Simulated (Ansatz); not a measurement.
# F6S: the cost of one run

Computed with Ansatz 0.2.0 (DFT PBE0, Gaussian basis cc-pVTZ, and further levels as typed in the inputs, unless a step's input says otherwise).

## 1. Starting point

Bond lengths: S1–F2 1.574 Å, S1–F3 1.574 Å, S1–F4 1.574 Å, S1–F5 1.574 Å, S1–F6 1.574 Å, S1–F7 1.574 Å. Angles (14 of 15 angles, heavy atoms first): F2–S1–F3 180.0°, F2–S1–F4 90.0°, F2–S1–F5 90.0°, F2–S1–F6 90.0°, F2–S1–F7 90.0°, F3–S1–F4 90.0°, F3–S1–F5 90.0°, F3–S1–F6 90.0°, F3–S1–F7 90.0°, F4–S1–F5 180.0°, F4–S1–F6 90.0°, F4–S1–F7 90.0°, F5–S1–F6 90.0°, F5–S1–F7 90.0°.

As a file:

```xyz
7

S     0.0000    0.0000    0.0000
F     1.5742    0.0000    0.0000
F    -1.5742    0.0000    0.0000
F     0.0000    1.5742    0.0000
F     0.0000   -1.5742    0.0000
F     0.0000    0.0000    1.5742
F     0.0000    0.0000   -1.5742
```

## 2. Batch in weak fields: F6S

It takes final geometries of earlier steps.

Input file input.yaml:

```yaml
hamiltonian:
  xc: pbe0
batch:
  members: [f0p.yaml, f0m.yaml, f1p.yaml, f1m.yaml, f2p.yaml, f2m.yaml]
output:
  forces: true
scf:
  lower_state_search: "off"
# f0m.yaml, one of 6 members:
crystal:
  periodic: [false, false, false]
  atoms:
    - { symbol: S, position_ang: [0.0, 0.0, 0.0] }
    - { symbol: F, position_ang: [1.57416575, 0.0, 0.0] }
    - { symbol: F, position_ang: [-1.57416575, 0.0, 0.0] }
    - { symbol: F, position_ang: [0.0, 1.57416575, 0.0] }
    - { symbol: F, position_ang: [0.0, -1.57416575, 0.0] }
    - { symbol: F, position_ang: [0.0, 0.0, 1.57416575] }
    - { symbol: F, position_ang: [0.0, 0.0, -1.57416575] }
basis:
  gaussian:
    orbitals: cc-pVTZ
    point_charges:
      - { charge: 2.500062, position_ang: [60.0, 0.0, 0.0] }
      - { charge: -2.500062, position_ang: [-60.0, 0.0, 0.0] }
```

The run is started by

```sh
$ ansatz run input.yaml --threads 4 --pin off --max-ram 14336MiB --backend cpu --events-out ev --progress --plain --runs-dir out
```

**Question.** How long does this run take on 4 threads of AMD EPYC 7R43 (Zen 3), shared host, and how much memory does it need?

About 21 s, with a peak of 1.8 GiB.
